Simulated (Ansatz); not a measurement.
**B₂FH₅Si: how energies converge with the basis set**

An exercise on one series of results from a longer session: the logs are not shown, and one member is left open.

The runs use Ansatz 0.2.0, Gaussian basis; one geometry, several basis sets.

The runs, in order: PBE0-D4/def2-SVP; ωB97M-V/def2-SVP; PBE0-D4/def2-QZVPP; ωB97M-V/def2-QZVPP; the functionals' def2-TZVPP values are taken from earlier runs.

## The relaxed structure

All runs share one geometry, relaxed beforehand with PBE0-D4 in a triple-zeta def2 set.

SMILES `B[SiH](B)F`, 9 atoms, charge 0, spin multiplicity 1.

Atoms are counted from 1 here; the program's logs count them from 0.

Bond lengths: B1–Si2 2.000 Å, B1–H5 1.194 Å, B1–H6 1.196 Å, Si2–B3 2.000 Å, Si2–F4 1.612 Å, Si2–H7 1.497 Å, B3–H8 1.194 Å, B3–H9 1.196 Å. Angles: Si2–B1–H5 123.4°, Si2–B1–H6 118.3°, H5–B1–H6 118.3°, B1–Si2–B3 108.9°, B1–Si2–F4 113.1°, B1–Si2–H7 107.3°, B3–Si2–F4 113.1°, B3–Si2–H7 107.3°, F4–Si2–H7 106.8°, Si2–B3–H8 123.4°, Si2–B3–H9 118.3°, H8–B3–H9 118.3°.

The first run:

Input file in.yaml:

```yaml
crystal:
  periodic: [false, false, false]
  atoms:
    - {symbol: B, position_ang: [-0.751299, 1.309944, -0.723715]}
    - {symbol: Si, position_ang: [0.453413, -0.274061, -0.524621]}
    - {symbol: B, position_ang: [0.211707, -1.044905, 1.304980]}
    - {symbol: F, position_ang: [0.268021, -1.362145, -1.699647]}
    - {symbol: H, position_ang: [-1.621932, 1.375974, -1.538855]}
    - {symbol: H, position_ang: [-0.605614, 2.230165, 0.026513]}
    - {symbol: H, position_ang: [1.862235, 0.224444, -0.614744]}
    - {symbol: H, position_ang: [-0.177223, -2.156567, 1.504372]}
    - {symbol: H, position_ang: [0.449092, -0.349149, 2.248615]}
basis:
  gaussian: {orbitals: def2-SVP}
hamiltonian: {xc: pbe0, dispersion: d4}
output: {orbitals: {seedname: orbitals}}
```

Run with:

```console
$ ansatz run in.yaml --threads 2 --pin off --events-out ev --progress --plain --max-ram 4352MiB
```

Among the steps run: PBE0-D4 in def2-SVP; ωB97M-V in def2-SVP; PBE0-D4 in def2-QZVPP; ωB97M-V in def2-QZVPP.

One table of the session follows, with a row left open; its other results are not shown here.

It belongs to the step «Density functionals: the series». 

| functional | basis | HOMO (eV) | LUMO (eV) |
| --- | --- | --- | --- |
| PBE0-D4 | def2-SVP | -7.99 | -3.00 |
| PBE0-D4 | def2-TZVPP | ? | ? |
| PBE0-D4 | def2-QZVPP | -8.03 | -3.05 |
| ωB97M-V | def2-SVP | -10.08 | -0.95 |
| ωB97M-V | def2-TZVPP | -10.14 | -1.09 |
| ωB97M-V | def2-QZVPP | -10.15 | -1.12 |

Q: Estimate the row for PBE0-D4, def2-TZVPP from the others.

**Answer.** HOMO (eV): -8.02; LUMO (eV): -3.04. In the column «HOMO (eV)» it lies between PBE0-D4, def2-QZVPP (-8.03) and PBE0-D4, def2-SVP (-7.99).
